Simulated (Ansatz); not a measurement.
# TiO: the cost of one run

Method: DFT PBEsol, scalar-relativistic, plane waves, PAW, in Ansatz 0.2.0.

3 further runs of the same task are left out: 1 for a known fault of the program, 2 set aside as unsound or not needed.

## 1. The starting structure

It takes space group P-6m2 (No. 187, hexagonal). Conventional cell: a = 2.789 Å, b = 2.789 Å, c = 2.794 Å, α = 90.00°, β = 90.00°, γ = 120.00°. Ti (site symmetry -6m2) has 6 O at 2.13 Å as nearest neighbours. Around O (site symmetry -6m2) lie 6 Ti at 2.13 Å.

Coordinates:

```cif
data_structure
_symmetry_space_group_name_H-M 'P-6m2'
_symmetry_Int_Tables_number 187
_cell_length_a 2.7886
_cell_length_b 2.7886
_cell_length_c 2.7938
_cell_angle_alpha 90.000
_cell_angle_beta 90.000
_cell_angle_gamma 120.000
_cell_volume 18.81
loop_
_atom_site_label
_atom_site_type_symbol
_atom_site_symmetry_multiplicity
_atom_site_Wyckoff_symbol
_atom_site_fract_x
_atom_site_fract_y
_atom_site_fract_z
_atom_site_occupancy
Ti1 Ti 1 e 0.66667 0.33333 0.00000 1
O1 O 1 b 0.00000 0.00000 0.50000 1
```

This cell was relaxed beforehand with the same method: volume 9.41 Å³/atom, gap on the mesh none (metal).

## 2. What is varied

The energy is mapped over two homogeneous strains (x along [1 0 0], y along [1 2 0], z along [0 0 1] of the conventional cell).

First coordinate, normal strain along x: 5 values from −11.0 %. Second coordinate, normal strain along y: 5 values from −11.0 %.

Nothing else is relaxed (fractional coordinates fixed). Energies count from the relaxed crystal. Points are written as (first, second).

## 3. Grid point (−11.0 %, −11.0 %)

input.yaml

```yaml
crystal:
  lattice:
    - [2.4818522183, 0.0, 0.0]
    - [-1.2409261092, 2.1493470695, 0.0]
    - [0.0, 0.0, 2.7937580351]
  atoms:
    - { symbol: Ti, position: [0.6666666667, 0.3333333333, 0.0] }
    - { symbol: O, position: [0.0, 0.0, 0.5] }
basis:
  ecutwfc: 520.0
kpoints:
  mp_grid: { grid: [18, 18, 16] }
hamiltonian:
  xc: pbesol
  pseudopotentials: { kind: paw, azcp: { folder: soft_1 } }
scf:
  occupations: { method: gaussian, width: 0.15 }
output:
  forces: true
  stress: true
  eigenvalues: true
```

Started as:

```console
ansatz run input.yaml --threads 1 --pin off --max-ram 2048MiB --backend cpu --events-out ev --progress --plain --runs-dir out
```

Q: Estimate wall time and peak memory on 1 thread of Arm Neoverse N1, shared host.

About 16 s, with a peak of 0.38 GiB.
